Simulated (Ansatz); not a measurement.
# CH4BF2N: molecular dynamics

Aim: follow the molecule's vibrations and see whether its bonds hold. The start is relaxed first. Runs: 258 steps of 1 fs at constant energy, with velocities drawn for 300 K. SMILES of the start: CNB(F)F.

Program: Ansatz 0.2.0. Level of theory: RKS B3LYP-D4/6-31G*. These are calculated values, not measurements.

## (1) The system as given

Bond lengths: C1–N2 1.402 Å, N2–B3 1.515 Å, B3–F4 1.510 Å, B3–F5 1.442 Å, C1–H6 1.180 Å, C1–H7 1.103 Å, C1–H8 1.087 Å, N2–H9 1.093 Å. Angles: C1–N2–B3 109.1°, C1–N2–H9 109.3°, B3–N2–H9 107.5°, N2–C1–H6 112.1°, N2–C1–H7 113.7°, N2–C1–H8 111.4°, H6–C1–H7 106.6°, H6–C1–H8 103.6°, H7–C1–H8 108.8°, N2–B3–F4 121.3°, N2–B3–F5 122.0°, F4–B3–F5 116.2°.

Structure file:

```xyz
9

C    -1.0715   -0.1640   -0.0397
N     0.1433   -0.4871    0.5801
B     1.2849    0.0533   -0.2567
F     2.3762   -0.8525   -0.7750
F     1.4861    1.4678   -0.4530
H    -1.2351    1.0025   -0.1169
H    -1.1674   -0.5649   -1.0632
H    -1.9201   -0.5019    0.5498
H     0.1921    0.0005    1.5575
```

## (2) Relaxing the start

input.yaml

```yaml
crystal:
  periodic: [false, false, false]
  atoms:
    - { symbol: C, position_ang: [-1.0715, -0.164, -0.0397] }
    - { symbol: "N", position_ang: [0.1433, -0.4871, 0.5801] }
    - { symbol: B, position_ang: [1.2849, 0.0533, -0.2567] }
    - { symbol: F, position_ang: [2.3762, -0.8525, -0.775] }
    - { symbol: F, position_ang: [1.4861, 1.4678, -0.453] }
    - { symbol: H, position_ang: [-1.2351, 1.0025, -0.1169] }
    - { symbol: H, position_ang: [-1.1674, -0.5649, -1.0632] }
    - { symbol: H, position_ang: [-1.9201, -0.5019, 0.5498] }
    - { symbol: H, position_ang: [0.1921, 0.0005, 1.5575] }
basis:
  gaussian: { orbitals: "6-31G*" }
hamiltonian:
  xc: b3lyp
  dispersion: d4
relax:
  f_tol: 0.02
  max_steps: 40
scf:
  lower_state_search: "off"
```

The run is started by

```
> ansatz run input.yaml --threads 1 --pin off --max-ram 2048MiB --backend cpu --events-out ev --progress --plain --runs-dir out
```

Further steps of the session: The run.

**Question.** What will these runs give? Wanted: relaxation of the start; temperature, first and last step; temperature, second half; potential energy, second half; largest change of the total energy; bonds formed or broken.

As calculated:

```
                          quantity                         value
           relaxation of the start      13 moves, 2.131 eV lower
                            length             258 steps of 1 fs
  temperature, first and last step                 300 and 184 K
          temperature, second half  mean 151 K, from 53 to 228 K
     potential energy, second half   +16 meV/atom from the start
largest change of the total energy                 1.28 meV/atom
            bonds formed or broken                             0
```

In words: The temperature starts at 300 K and averages 151 K in the second half, where it ranges from 53 to 228 K; a mean near half the start is what vibrations about a minimum give, since they share energy equally between motion and strain. The total energy strays from its start by at most 1.28 meV/atom, 8.4 % of the mean kinetic energy, which is poor: the step of 1 fs is too long for the fastest motion. The bonds all hold. Averages from a run of 258 fs with 9 atoms are rough. The nuclei move classically, without zero-point motion, which matters most for hydrogen.
